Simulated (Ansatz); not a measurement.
# SbH (singlet): the correlation ladder at distance Sb1–H2 = 1.403 Å, def2-SVP

An exercise on one series of results from a longer session: the logs are not shown, and one member is left open.

Method: def2-SVP, core rule «outside noble gas», up to 9 orbitals frozen; program: Ansatz 0.2.0, Gaussian basis.

Plan: UHF; CCSD(T) on RHF; CCSD(T) on UHF; BCCD(T) on RHF; CISD; CCSDT(Q) on RHF; CCSDT(Q) on UHF; CISDTQ; CCSDTQ on RHF; CASSCF and MRCISD+Q, 2 electrons in 2 orbitals; CASSCF and NEVPT2, 2 electrons in 2 orbitals; CASSCF and MRCISD+Q, 6 electrons in 5 orbitals; CASSCF and NEVPT2, 6 electrons in 5 orbitals; Full CI.

22 further runs of the same task are left out: 18 that didn't finish, 4 set aside as unsound or not needed.

## What is computed

The geometry derives from a PBE0/def2-TZVP stationary point (not a proven minimum). One bond is set to the value named and the two fragments are kept rigid. No spin-orbit coupling is included. Elements past krypton take def2 core potentials.

2 atoms, charge 0, spin multiplicity 1.

Atoms are counted from 1 here; the program's logs count them from 0.

Bond lengths: Sb1–H2 1.403 Å.

Geometry (Å):

```xyz
2
charge 0, multiplicity 1
Sb    0.0000    0.0000    0.0000
H     0.0000    0.0000    1.4030
```

The first run:

The input, in.yaml:

```yaml
crystal:
  periodic: [false, false, false]
  atoms:
    - {symbol: Sb, position_ang: [0.000000, 0.000000, 0.000000]}
    - {symbol: H, position_ang: [0.000000, 0.000000, 1.403000]}
basis:
  gaussian: {orbitals: def2-SVP}
magnetization: {spin_polarized: true, initial_magnetization: 0}
hamiltonian: {xc: hf}
output: {orbitals: {seedname: orbitals}}
```

On the command line:

```
$ ansatz run in.yaml --threads 1 --pin off --events-out ev --progress --plain --max-ram 2393MiB
```

Among the steps run: UHF; CCSD(T) on RHF; CCSD(T) on UHF; BCCD(T) on RHF; CISD; CCSDT(Q) on RHF; CCSDT(Q) on UHF; CISDTQ; CCSDTQ on RHF; CASSCF and MRCISD+Q, 2 electrons in 2 orbitals; CASSCF and NEVPT2, 2 electrons in 2 orbitals; CASSCF and MRCISD+Q, 6 electrons in 5 orbitals; CASSCF and NEVPT2, 6 electrons in 5 orbitals; Full CI.

One of the session's tables, all rows but one given; the rest of the session is left out.

It belongs to the step «Misses and costs». 

```
          method  from FCI (kJ/mol)
             RHF             +284.3
            RMP2              +91.9
           RCCSD              +24.1
        RCCSD(T)              +12.0
         BCCD(T)              +12.3
          RCCSDT               +0.5
       RCCSDT(Q)               -0.2
         RCCSDTQ                0.0
     CASSCF pair             +233.5
     NEVPT2 pair              +44.3
     MRCISD pair              +10.3
   MRCISD+Q pair               -2.9
  CASSCF valence             +200.0
  NEVPT2 valence                  ?
  MRCISD valence               +6.6
MRCISD+Q valence               -3.5
             FCI                  0
```

**Question.** Estimate the row for NEVPT2 valence.

The run gave: from FCI (kJ/mol): +52.3. In the column «from FCI (kJ/mol)» it lies between NEVPT2 pair (+44.3) and RMP2 (+91.9).

Not comparable, so not listed: CISD; CISDTQ (they don't share determinant, frozen orbitals or solution with the rows shown, or repeat one).

Limits of these values: The report flags that the cluster equations may have other roots. Left out of the table: UHF, UMP2, UCCSD, UCCSD(T), UCCSDT, UCCSDT(Q) (another determinant or state than the rows shown). The program flags RCCSDT(Q), RCCSDTQ as in doubt, so those rows may rest on another solution; read them beside their warnings. RCCSDT(Q), MRCISD+Q pair, MRCISD+Q valence fall below full CI, which methods that aren't variational can do.
